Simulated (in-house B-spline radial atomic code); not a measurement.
# As³⁰⁺: ionisation energy by several methods

Wanted: one ionisation energy, As³⁰⁺ to configuration 1s2, up the ladder of functionals.

The numbers are computed with in-house B-spline radial atomic code version 1 (scalar-relativistic (X2C), several functionals, spin-polarised; spherical all-electron atom at the radial basis limit), except any that are marked as measured or tabulated.

## 1. Starting point

```
element       : arsenic (Z = 33)
charge        : +30
electrons     : 3
configuration : [He] 2s1
nucleus       : Fermi, rms radius 4.097 fm
```

The outer shells:

[He] 2s1
```
[He] core
2s [↑ ]
```

Where spins are not typed, each open shell is filled with up spins first.

## 2. PBE, a GGA

Settings of the run:

```ini
Z = 33
electrons = 3.0
configuration = [He] 2s1
hamiltonian = x2c
method = pbe,pbe
spin_polarised = True
nucleus = fermi
rms_radius = 4.0968
mass_number = 75
atomic_mass = 74.921594562
speed_of_light = 137.035999084
```

## 3. B3LYP, a global hybrid

Settings: those of step 2 with these lines changed.

```diff
@@ -4,3 +4,3 @@
 hamiltonian = x2c
-method = pbe,pbe
+method = b3lyp
 spin_polarised = True
```

## 4. BHandHLYP, a global hybrid

Settings: those of step 3 with these lines changed.

```diff
@@ -4,3 +4,3 @@
 hamiltonian = x2c
-method = b3lyp
+method = bhandhlyp
 spin_polarised = True
```

## 5. BLYP, a GGA

Settings: those of step 4 with these lines changed.

```diff
@@ -4,3 +4,3 @@
 hamiltonian = x2c
-method = bhandhlyp
+method = b88,lyp
 spin_polarised = True
```

## 6. r2SCAN, a meta-GGA

Settings: those of step 5 with these lines changed.

```diff
@@ -4,3 +4,3 @@
 hamiltonian = x2c
-method = b88,lyp
+method = r2scan
 spin_polarised = True
```

## 7. Hartree-Fock

Settings: those of step 6 with these lines changed.

```diff
@@ -4,3 +4,3 @@
 hamiltonian = x2c
-method = r2scan
+method = hf
 spin_polarised = True
```

## 8. LC-ωPBE, a range-separated hybrid

Settings: those of step 7 with these lines changed.

```diff
@@ -4,3 +4,3 @@
 hamiltonian = x2c
-method = hf
+method = lc_wpbe
 spin_polarised = True
```

Before running: The tabulated ionisation energy is 3411.64 ± 0.007 eV (tabulated theoretical; NIST Atomic Spectra Database). What does each method give, and which comes nearest?

As calculated:

| method | rung | total energy (hartree) | ΔSCF (eV) | −ε highest (eV) | ΔSCF less tabulated (eV) |
| --- | --- | --- | --- | --- | --- |
| PBE | GGA | -1209.3005 | 3416.03 | 3364.73 (2s up) | +4.39 |
| BLYP | GGA | -1209.5746 | 3416.46 | 3365.30 (2s up) | +4.82 |
| r2SCAN | meta-GGA | -1209.5166 | 3411.53 | 3367.84 (2s up) | -0.11 |
| B3LYP | global hybrid | -1209.3812 | 3415.63 | 3374.74 (2s up) | +3.99 |
| BHandHLYP | global hybrid | -1209.5751 | 3415.40 | 3389.49 (2s up) | +3.75 |
| LC-ωPBE | range-separated hybrid | -1209.3389 | 3416.04 | 3370.83 (2s up) | +4.40 |
| Hartree-Fock | Hartree-Fock | -1209.4836 | 3413.17 | 3413.18 (2s up) | +1.52 |

Against the tabulated ionisation energy, 3411.64 ± 0.007 eV (tabulated theoretical; NIST Atomic Spectra Database), the best here is r2SCAN (-0.11 eV) and the worst BLYP (+4.82 eV, or 0.14 %). Mean absolute error by rung (exchange-only levels left out): GGA 4.60 eV, meta-GGA 0.11 eV, global hybrid 3.87 eV, range-separated hybrid 4.40 eV, Hartree-Fock 1.52 eV. Relativistic terms that these runs lack can be as large as the gaps between close methods, so the nearest may be so by luck. PBE is off by +4.39 eV. Spin-orbit coupling is left out.
